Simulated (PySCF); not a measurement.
# C2H5FO2Si: the cost of one run

The runs use PySCF 2.14.0, with density-fitted response routines of our own; the level of theory stands in each step. All values are computed, except where a source is named. Atoms are numbered from 0 throughout.

### Step 1. The molecule as given

11 atoms, charge 0, multiplicity 1; geometry from: GFN2-xTB. The atoms were then displaced at random by about 0.01 Å, so the start is not that level's minimum.

Bonds of the start (Å): O0–Si1 1.60, Si1–O2 1.63, O2–C3 1.39, C3–C4 1.30, C4–F5 1.35, O0–H6 0.97, Si1–H7 1.44, Si1–H8 1.47, C3–H9 1.10, C4–H10 1.06.

### Step 2. Geometry optimisation at PBE0-D3(BJ)/def2-SVP

What the job is given:

```
{"job": {"xc": "PBE0", "basis": "def2-SVP", "d3": "d3bj", "grid": 1, "shake": 0.01, "kind": "geom"}, "charge": 0, "multiplicity": 1}
O     -1.993350     1.322550     0.219520
Si    -1.675510    -0.181200    -0.215580
O     -0.136780    -0.391440    -0.707060
C      1.075970    -0.194850    -0.056090
C      2.206300    -0.413300    -0.654010
F      3.356360    -0.193170     0.022590
H     -1.882150     2.098350    -0.358610
H     -2.292640    -0.603230    -1.447980
H     -1.967030    -0.863550     1.047990
H      0.995590     0.141490     0.984380
H      2.351360    -0.747480    -1.646720
```

Command:

```console
OMP_NUM_THREADS=1 python probes_run.py task.json out
```

The driver reads the jobs from task.json and runs them one after another.

**Question.** How long does this first job take on 1 thread of AMD EPYC 7B13, shared host, and how much memory does it need?

About 32 s, with a peak of 0.46 GiB.
